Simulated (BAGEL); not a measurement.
# CH4AlSe (SMILES [CH3][Al][SeH]) at UHF/def2-SVPD (density fitting with qzvpp-jkfit)

Aim: the vertical ionisation energy of CH4AlSe at UHF/def2-SVPD (density fitting with qzvpp-jkfit), from 2 runs. 

The results are computed with BAGEL 1.2.2.

5 further runs of the same task are left out: 4 that didn't finish, 1 set aside as unsound or not needed.

## 1. The structure to begin with

The species is CH4AlSe (7 atoms), meant as a doublet with charge 0. As SMILES, `[CH3][Al][SeH]`. The coordinates come from a PBE0-D4/def2-TZVP relaxation. This is one conformer, not always the lowest.

Bond lengths: C1–Al2 1.965 Å, Al2–Se3 2.344 Å, C1–H4 1.095 Å, C1–H5 1.095 Å, C1–H6 1.091 Å, Se3–H7 1.468 Å. Angles: C1–Al2–Se3 114.9°, Al2–C1–H4 109.3°, Al2–C1–H5 109.8°, Al2–C1–H6 112.9°, Al2–Se3–H7 93.0°, H4–C1–H5 107.8°, H4–C1–H6 108.2°, H5–C1–H6 108.6°.

## 2. The energy at UHF/def2-SVPD (density fitting with qzvpp-jkfit)

The input, job.json:

```json
{ "bagel": [

{
  "title": "molecule",
  "basis": "def2-svpd.json",
  "df_basis": "qzvpp-jkfit",
  "angstrom": true,
  "geometry": [
    { "atom": "C", "xyz": [      -1.164200,       0.374900,      -0.315900 ] },
    { "atom": "Al", "xyz": [       0.169700,      -0.590400,       0.757400 ] },
    { "atom": "Se", "xyz": [       2.387200,      -0.335800,       0.041100 ] },
    { "atom": "H", "xyz": [      -1.246600,      -0.096900,      -1.300700 ] },
    { "atom": "H", "xyz": [      -0.841200,       1.409800,      -0.466600 ] },
    { "atom": "H", "xyz": [      -2.154500,       0.381700,       0.142600 ] },
    { "atom": "H", "xyz": [       2.911000,      -1.211500,       1.096300 ] }
  ]
},

{
  "title": "uhf",
  "nopen": 1
},

{
  "title": "print",
  "file": "orbitals.molden",
  "orbitals": true
}

]}
```

The basis set def2-SVPD is read from a file made from the Basis Set Exchange's data (not shown).

Started as:

```
BAGEL_NUM_THREADS=1 BAGEL job.json > job.out
```

The log of the run:

```text
* using 1 threads per process

  ===============================================================
  ===============================================================

  *** Geometry ***

  { "atom" : "C", "xyz" : [     -2.200019,      0.708458,     -0.596964 ] },
  { "atom" : "Al", "xyz" : [      0.320687,     -1.115694,      1.431279 ] },
  { "atom" : "Se", "xyz" : [      4.511154,     -0.634570,      0.077668 ] },
  { "atom" : "H", "xyz" : [     -2.355733,     -0.183114,     -2.457967 ] },
  { "atom" : "H", "xyz" : [     -1.589638,      2.664136,     -0.881746 ] },
  { "atom" : "H", "xyz" : [     -4.071415,      0.721308,      0.269475 ] },
  { "atom" : "H", "xyz" : [      5.500993,     -2.289403,      2.071707 ] },

  Number of auxiliary basis functions:      541

  Since a DF basis is specified, we compute 2- and 3-index integrals:
    o Being stored without compression. Storage requirement is 0.059 GB

  Number of basis functions:      117
  Number of electrons      :       57

    * METHOD: MOLECULE                             0.28

  *** Open-shell HF ***

  === Nuclear Repulsion ===
   197.1904950007

      * DIIS with orbital gradients will be used.

  === UHF iteration (def2-svpd.json) ===
      0      -2681.42464168          0.02515888           0.23
      1      -2681.54927554          0.01363322           0.23
      2      -2681.57573753          0.00618238           0.23
      3      -2681.58267083          0.00115983           0.23
      4      -2681.58389705          0.00028337           0.23
      5      -2681.58401291          0.00012791           0.23
      6      -2681.58405395          0.00004018           0.23
      7      -2681.58406150          0.00001770           0.23
      8      -2681.58406361          0.00000921           0.23
      9      -2681.58406451          0.00000352           0.23
     10      -2681.58406464          0.00000131           0.23
     11      -2681.58406465          0.00000052           0.23
     12      -2681.58406466          0.00000023           0.23
     13      -2681.58406466          0.00000011           0.23
     14      -2681.58406466          0.00000006           0.23
     15      -2681.58406466          0.00000004           0.23
     16      -2681.58406466          0.00000002           0.23
     17      -2681.58406466          0.00000001           0.24
    * SCF iteration converged.

    * S^2 (UHF) is 0.7551

    * Permanent dipole moment:
           (    0.574707,     0.145029,    -0.290422) a.u.

    * METHOD: UHF                                  4.46

    * METHOD: PRINT                                0.02

  ===============================================================
```

It took 5.1 s on 1 thread of Arm Neoverse V2, shared host; peak memory 0.19 GiB.

## 3. The singlet cation, same level

The input, input.json:

```json
{ "bagel": [

{
  "title": "molecule",
  "basis": "def2-svpd.json",
  "df_basis": "qzvpp-jkfit",
  "angstrom": true,
  "geometry": [
    { "atom": "C", "xyz": [   -1.164200,    0.374900,   -0.315900 ] },
    { "atom": "Al", "xyz": [    0.169700,   -0.590400,    0.757400 ] },
    { "atom": "Se", "xyz": [    2.387200,   -0.335800,    0.041100 ] },
    { "atom": "H", "xyz": [   -1.246600,   -0.096900,   -1.300700 ] },
    { "atom": "H", "xyz": [   -0.841200,    1.409800,   -0.466600 ] },
    { "atom": "H", "xyz": [   -2.154500,    0.381700,    0.142600 ] },
    { "atom": "H", "xyz": [    2.911000,   -1.211500,    1.096300 ] }
  ]
},
{ "title": "hf", "charge": 1 },
{ "title": "print", "file": "orbitals.molden", "orbitals": true }

]}
```

The basis set def2-SVPD is read from a file made from the Basis Set Exchange's data (not shown).

Started as:

```
BAGEL_NUM_THREADS=1 BAGEL input.json > input.out
```

The log of the run:

```text
* using 1 threads per process

  ===============================================================
  ===============================================================

  *** Geometry ***

  { "atom" : "C", "xyz" : [     -2.200019,      0.708458,     -0.596964 ] },
  { "atom" : "Al", "xyz" : [      0.320687,     -1.115694,      1.431279 ] },
  { "atom" : "Se", "xyz" : [      4.511154,     -0.634570,      0.077668 ] },
  { "atom" : "H", "xyz" : [     -2.355733,     -0.183114,     -2.457967 ] },
  { "atom" : "H", "xyz" : [     -1.589638,      2.664136,     -0.881746 ] },
  { "atom" : "H", "xyz" : [     -4.071415,      0.721308,      0.269475 ] },
  { "atom" : "H", "xyz" : [      5.500993,     -2.289403,      2.071707 ] },

  Number of auxiliary basis functions:      541

  Since a DF basis is specified, we compute 2- and 3-index integrals:
    o Being stored without compression. Storage requirement is 0.059 GB

  Number of basis functions:      117
  Number of electrons      :       57

    * METHOD: MOLECULE                             0.28

  *** RHF ***

  === Nuclear Repulsion ===
   197.1904950007

      * DIIS with orbital gradients will be used.

  === RHF iteration (def2-svpd.json) ===
      0      -2681.18631690          0.01193999           0.11
      1      -2681.28868965          0.00636191           0.11
      2      -2681.31135379          0.00115845           0.11
      3      -2681.31301078          0.00025947           0.11
      4      -2681.31307946          0.00009599           0.11
      5      -2681.31309411          0.00003377           0.11
      6      -2681.31309681          0.00001766           0.11
      7      -2681.31309746          0.00000702           0.11
      8      -2681.31309763          0.00000283           0.11
      9      -2681.31309765          0.00000087           0.11
     10      -2681.31309765          0.00000032           0.11
     11      -2681.31309765          0.00000010           0.11
     12      -2681.31309765          0.00000004           0.11
     13      -2681.31309765          0.00000002           0.11
     14      -2681.31309765          0.00000001           0.11
    * SCF iteration converged.

    * Permanent dipole moment:
           (    2.171860,     0.817220,    -1.446127) a.u.

    * METHOD: HF                                   1.93

    * METHOD: PRINT                                0.02

  ===============================================================
```

Run time: 2.4 s. Hardware: 1 thread of Arm Neoverse V2, shared host; peak memory 0.19 GiB.

## 4. Summary of results

At UHF/def2-SVPD (density fitting with qzvpp-jkfit):

| quantity | value |
| --- | --- |
| doublet CH4AlSe: total energy | -2681.58406 Eh |
| doublet CH4AlSe: dipole moment | 1.68 D |
| doublet CH4AlSe: ⟨S²⟩ | 0.755 |
| singlet cation: total energy | -2681.31310 Eh |
| singlet cation: HOMO energy | -14.76 eV |
| singlet cation: LUMO energy | -6.58 eV |
| singlet cation: HOMO–LUMO gap | 8.18 eV |
| vertical ionisation energy (to the singlet cation) | 7.373 eV |

What this shows: The vertical ionisation energy comes to 7.37 eV (170 kcal/mol). Only the singlet of the ionised species was computed; a triplet could lie lower.
